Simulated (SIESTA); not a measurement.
Runs of SIESTA 5.4.2 on Cs. The cell holds a slab with vacuum, 3 atoms: a = 5.235 Å, b = 5.235 Å, c = 23.549 Å, α = 90.00°, β = 90.00°, γ = 109.47°. The slab is cut from a database's or a generator's crystal, which needn't be the stable form of the element.

```csv
level,potentials or basis,gap on the mesh (eV),largest force (eV/Å)
LDA,"PseudoDojo 0.4 standard (LDA files), DZP (energy shift 0.003 Ry; two zetas on semicore shells; d shell added on Cs)",none,(a)
AM05,"PseudoDojo 0.4 standard (PBEsol files), DZP (energy shift 0.003 Ry; two zetas on semicore shells; d shell added on Cs)",none,-
PBE,"PseudoDojo 0.4 standard (PBE files), DZP (energy shift 0.003 Ry; two zetas on semicore shells; d shell added on Cs)",none,-
RPBE,"PseudoDojo 0.4 standard (PBE files), DZP (energy shift 0.003 Ry; two zetas on semicore shells; d shell added on Cs)",none,0.05
revPBE,"PseudoDojo 0.4 standard (PBE files), DZP (energy shift 0.003 Ry; two zetas on semicore shells; d shell added on Cs)",none,0.04
BLYP,"PseudoDojo 0.4 standard (PBE files), DZP (energy shift 0.003 Ry; two zetas on semicore shells; d shell added on Cs)",none,0.03
PW91,"PseudoDojo 0.4 standard (PBE files), DZP (energy shift 0.003 Ry; two zetas on semicore shells; d shell added on Cs)",none,-
PBEsol,"PseudoDojo 0.4 standard (PBEsol files), DZP (energy shift 0.003 Ry; two zetas on semicore shells; d shell added on Cs)",none,0.02
WC,"PseudoDojo 0.4 standard (PBEsol files), DZP (energy shift 0.003 Ry; two zetas on semicore shells; d shell added on Cs)",none,0.02
```

Alike in all rows: task band structure; no spin polarisation; cell as given; k mesh 6 × 6 × 1; smearing fermi-dirac 0.05 eV; grid cutoff 500 Ry; energy shift 0.003 Ry.

**Question.** Fill in the values left out.

**Answer.** (a) 0.06.

Caveats: spin-orbit coupling is left out, which moves the levels of the heavy elements; the basis of atomic orbitals isn't converged, which shifts pressures, moduli and gaps; the potentials were made for another functional, which shifts forces and pressure (some runs).

A k mesh can miss the band edges, and the runs leave out spin-orbit coupling on Cs.

A gap of «none» marks a metal or a gap under the smearing width.
